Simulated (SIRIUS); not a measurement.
Input of a SIRIUS 7.12.0 run:

The input sirius.json:

```json
{
  "control": {
    "processing_unit": "cpu",
    "std_evp_solver_name": "lapack",
    "gen_evp_solver_name": "lapack",
    "verbosity": 2,
    "print_forces": true,
    "ortho_rf": true,
    "use_second_variation": true,
    "rmt_max": 3.0,
    "num_bands_to_print": 24,
    "save_wf": true
  },
  "parameters": {
    "electronic_structure_method": "full_potential_lapwlo",
    "xc_functionals": ["XC_GGA_X_PBE", "XC_GGA_C_PBE"],
    "core_relativity": "dirac",
    "valence_relativity": "iora",
    "num_fv_states": 37,
    "smearing": "fermi_dirac",
    "smearing_width": 0.0018374661,
    "pw_cutoff": 20,
    "gk_cutoff": 3.4,
    "lmax_apw": 11,
    "lmax_rho": 8,
    "lmax_pot": 8,
    "num_mag_dims": 0,
    "auto_rmt": 0,
    "ngridk": [7, 7, 7],
    "shiftk": [0, 0, 0],
    "num_dft_iter": 80,
    "energy_tol": 1e-07,
    "density_tol": 1e-05,
    "use_symmetry": true
  },
  "settings": {"tol_ne": 1e-10},
  "iterative_solver": {"type": "exact"},
  "mixer": {"type": "anderson", "beta": 0.5, "max_history": 8},
  "unit_cell": {
    "lattice_vectors": [[0.0, 6.1132640132, 6.1132640132], [6.1132640132, 0.0, 6.1132640132], [6.1132640132, 6.1132640132, 0.0]],
    "atom_types": ["Bi", "Te"],
    "atom_files": {"Bi": "Bi.json", "Te": "Te.json"},
    "atoms": {"Bi": [[-0.001554, -0.001005, 0.000934]], "Te": [[0.493203, 0.500965, 0.499699]]}
  }
}
```

File Bi.json:

```json
{
  "name": "bismuth",
  "symbol": "Bi",
  "number": 83,
  "mass": 208.9804,
  "rmin": 1e-06,
  "rmt": 2.65,
  "nrmt": 800,
  "rinf": 15.61,
  "core": "1s2s2p3s3p3d4s4p4d5s",
  "valence": [
    {"basis": [{"enu": 0.02, "dme": 0, "n": 0, "auto": 0}, {"enu": 0.02, "dme": 1, "n": 0, "auto": 0}]},
    {"l": 0, "n": 1, "basis": [{"enu": -0.0124, "dme": 0, "n": 0, "auto": 0}]},
    {"l": 1, "n": 2, "basis": [{"enu": 0.12, "dme": 0, "n": 0, "auto": 0}]},
    {"l": 2, "n": 3, "basis": [{"enu": 0.12, "dme": 0, "n": 0, "auto": 0}]},
    {"l": 3, "n": 4, "basis": [{"enu": 0.12, "dme": 0, "n": 0, "auto": 0}]},
    {"l": 4, "n": 5, "basis": [{"enu": 0.12, "dme": 0, "n": 0, "auto": 0}]}
  ],
  "lo": [
    {
      "l": 0,
      "basis": [{"enu": -0.0124, "dme": 0, "n": 0, "auto": 0}, {"enu": -0.0124, "dme": 1, "n": 0, "auto": 0}]
    },
    {
      "l": 0,
      "basis": [{"enu": -0.0124, "dme": 1, "n": 0, "auto": 0}, {"enu": -0.0124, "dme": 2, "n": 0, "auto": 0}]
    },
    {
      "l": 0,
      "basis": [{"enu": -0.0124, "dme": 0, "n": 0, "auto": 0}, {"enu": 1.6964, "dme": 0, "n": 0, "auto": 0}]
    },
    {"l": 1, "basis": [{"enu": 0.12, "dme": 0, "n": 0, "auto": 0}, {"enu": 0.12, "dme": 1, "n": 0, "auto": 0}]},
    {
      "l": 1,
      "basis": [{"enu": -3.2223, "dme": 0, "n": 5, "auto": 1}, {"enu": -3.2223, "dme": 1, "n": 5, "auto": 1}]
    },
    {
      "l": 1,
      "basis": [{"enu": -3.2223, "dme": 1, "n": 5, "auto": 1}, {"enu": 0.12, "dme": 0, "n": 0, "auto": 0}]
    },
    {"l": 1, "basis": [{"enu": 0.12, "dme": 0, "n": 0, "auto": 0}, {"enu": 2.7401, "dme": 0, "n": 0, "auto": 0}]},
    {"l": 2, "basis": [{"enu": 0.12, "dme": 0, "n": 0, "auto": 0}, {"enu": 0.12, "dme": 1, "n": 0, "auto": 0}]},
    {
      "l": 2,
      "basis": [{"enu": -0.7065, "dme": 0, "n": 5, "auto": 1}, {"enu": -0.7065, "dme": 1, "n": 5, "auto": 1}]
    },
    {
      "l": 2,
      "basis": [{"enu": -0.7065, "dme": 1, "n": 5, "auto": 1}, {"enu": 0.12, "dme": 0, "n": 0, "auto": 0}]
    },
    {"l": 2, "basis": [{"enu": 0.12, "dme": 0, "n": 0, "auto": 0}, {"enu": 3.0819, "dme": 0, "n": 0, "auto": 0}]},
    {"l": 3, "basis": [{"enu": 0.12, "dme": 0, "n": 0, "auto": 0}, {"enu": 0.12, "dme": 1, "n": 0, "auto": 0}]},
    {
      "l": 3,
      "basis": [{"enu": -5.3429, "dme": 0, "n": 4, "auto": 1}, {"enu": -5.3429, "dme": 1, "n": 4, "auto": 1}]
    },
    {
      "l": 3,
      "basis": [{"enu": -5.3429, "dme": 1, "n": 4, "auto": 1}, {"enu": 0.12, "dme": 0, "n": 0, "auto": 0}]
    },
    {"l": 3, "basis": [{"enu": 0.12, "dme": 0, "n": 0, "auto": 0}, {"enu": 3.4237, "dme": 0, "n": 0, "auto": 0}]},
    {"l": 4, "basis": [{"enu": 0.12, "dme": 0, "n": 0, "auto": 0}, {"enu": 0.12, "dme": 1, "n": 0, "auto": 0}]},
    {"l": 4, "basis": [{"enu": 0.12, "dme": 0, "n": 0, "auto": 0}, {"enu": 2.8541, "dme": 0, "n": 0, "auto": 0}]}
  ],
  "free_atom": [... radial grid and density of the free atom, the start of the SCF ...]
}
```

Te.json

```json
{
  "name": "tellurium",
  "symbol": "Te",
  "number": 52,
  "mass": 127.6,
  "rmin": 1e-06,
  "rmt": 2.54,
  "nrmt": 800,
  "rinf": 14.28,
  "core": "1s2s2p3s3p3d",
  "valence": [
    {"basis": [{"enu": 0.02, "dme": 0, "n": 0, "auto": 0}, {"enu": 0.02, "dme": 1, "n": 0, "auto": 0}]},
    {"l": 0, "n": 1, "basis": [{"enu": 0.0009, "dme": 0, "n": 0, "auto": 0}]},
    {"l": 1, "n": 2, "basis": [{"enu": 0.12, "dme": 0, "n": 0, "auto": 0}]},
    {"l": 2, "n": 3, "basis": [{"enu": 0.12, "dme": 0, "n": 0, "auto": 0}]},
    {"l": 3, "n": 4, "basis": [{"enu": 0.12, "dme": 0, "n": 0, "auto": 0}]}
  ],
  "lo": [
    {
      "l": 0,
      "basis": [{"enu": 0.0009, "dme": 0, "n": 0, "auto": 0}, {"enu": 0.0009, "dme": 1, "n": 0, "auto": 0}]
    },
    {
      "l": 0,
      "basis": [{"enu": -5.6639, "dme": 0, "n": 4, "auto": 1}, {"enu": -5.6639, "dme": 1, "n": 4, "auto": 1}]
    },
    {
      "l": 0,
      "basis": [{"enu": -5.6639, "dme": 1, "n": 4, "auto": 1}, {"enu": 0.0009, "dme": 0, "n": 0, "auto": 0}]
    },
    {
      "l": 0,
      "basis": [{"enu": 0.0009, "dme": 0, "n": 0, "auto": 0}, {"enu": 2.4809, "dme": 0, "n": 0, "auto": 0}]
    },
    {"l": 1, "basis": [{"enu": 0.12, "dme": 0, "n": 0, "auto": 0}, {"enu": 0.12, "dme": 1, "n": 0, "auto": 0}]},
    {
      "l": 1,
      "basis": [{"enu": -3.846, "dme": 0, "n": 4, "auto": 1}, {"enu": -3.846, "dme": 1, "n": 4, "auto": 1}]
    },
    {"l": 1, "basis": [{"enu": -3.846, "dme": 1, "n": 4, "auto": 1}, {"enu": 0.12, "dme": 0, "n": 0, "auto": 0}]},
    {"l": 1, "basis": [{"enu": 0.12, "dme": 0, "n": 0, "auto": 0}, {"enu": 2.972, "dme": 0, "n": 0, "auto": 0}]},
    {"l": 2, "basis": [{"enu": 0.12, "dme": 0, "n": 0, "auto": 0}, {"enu": 0.12, "dme": 1, "n": 0, "auto": 0}]},
    {
      "l": 2,
      "basis": [{"enu": -1.1902, "dme": 0, "n": 4, "auto": 1}, {"enu": -1.1902, "dme": 1, "n": 4, "auto": 1}]
    },
    {
      "l": 2,
      "basis": [{"enu": -1.1902, "dme": 1, "n": 4, "auto": 1}, {"enu": 0.12, "dme": 0, "n": 0, "auto": 0}]
    },
    {"l": 2, "basis": [{"enu": 0.12, "dme": 0, "n": 0, "auto": 0}, {"enu": 3.344, "dme": 0, "n": 0, "auto": 0}]},
    {"l": 3, "basis": [{"enu": 0.12, "dme": 0, "n": 0, "auto": 0}, {"enu": 0.12, "dme": 1, "n": 0, "auto": 0}]},
    {"l": 3, "basis": [{"enu": 0.12, "dme": 0, "n": 0, "auto": 0}, {"enu": 2.817, "dme": 0, "n": 0, "auto": 0}]}
  ],
  "free_atom": [... radial grid and density of the free atom, the start of the SCF ...]
}
```

sirius_start.json

```json
{
  "control": {
    "processing_unit": "cpu",
    "std_evp_solver_name": "lapack",
    "gen_evp_solver_name": "lapack",
    "verbosity": 1,
    "print_forces": false,
    "ortho_rf": true,
    "use_second_variation": true,
    "rmt_max": 3.0,
    "num_bands_to_print": 24,
    "save_wf": false
  },
  "parameters": {
    "electronic_structure_method": "full_potential_lapwlo",
    "xc_functionals": ["XC_LDA_X", "XC_LDA_C_PW"],
    "core_relativity": "dirac",
    "valence_relativity": "iora",
    "num_fv_states": 37,
    "smearing": "fermi_dirac",
    "smearing_width": 0.0055123983,
    "pw_cutoff": 20,
    "gk_cutoff": 2.72,
    "lmax_apw": 11,
    "lmax_rho": 8,
    "lmax_pot": 8,
    "num_mag_dims": 0,
    "auto_rmt": 0,
    "ngridk": [3, 3, 3],
    "shiftk": [0, 0, 0],
    "num_dft_iter": 30,
    "energy_tol": 0.01,
    "density_tol": 0.05,
    "use_symmetry": true
  },
  "settings": {"tol_ne": 1e-10},
  "iterative_solver": {"type": "exact"},
  "mixer": {"type": "anderson", "beta": 0.5, "max_history": 8},
  "unit_cell": {
    "lattice_vectors": [[0.0, 6.1132640132, 6.1132640132], [6.1132640132, 0.0, 6.1132640132], [6.1132640132, 6.1132640132, 0.0]],
    "atom_types": ["Bi", "Te"],
    "atom_files": {"Bi": "Bi.json", "Te": "Te.json"},
    "atoms": {"Bi": [[-0.001554, -0.001005, 0.000934]], "Te": [[0.493203, 0.500965, 0.499699]]}
  }
}
```

Potentials or basis: all-electron FP-LAPW, apw+lo standard.

Launch:

```bash
$ OMP_NUM_THREADS=1 sirius.scf --input=sirius_start.json --output=start.json
$ OMP_NUM_THREADS=1 sirius.scf --input=sirius.json --output=output.json --task=1
```

What does it give for the band gap on the k mesh?

None (metal or under the smearing width).

What does it give for the largest force?

0.069 eV/Å.

Forces on the atoms (eV/Å):
```
Bi   0.007 -0.061 -0.031
Te  -0.007  0.061  0.031
```

Caveat: spin-orbit coupling is left out, which moves the levels of the heavy elements.
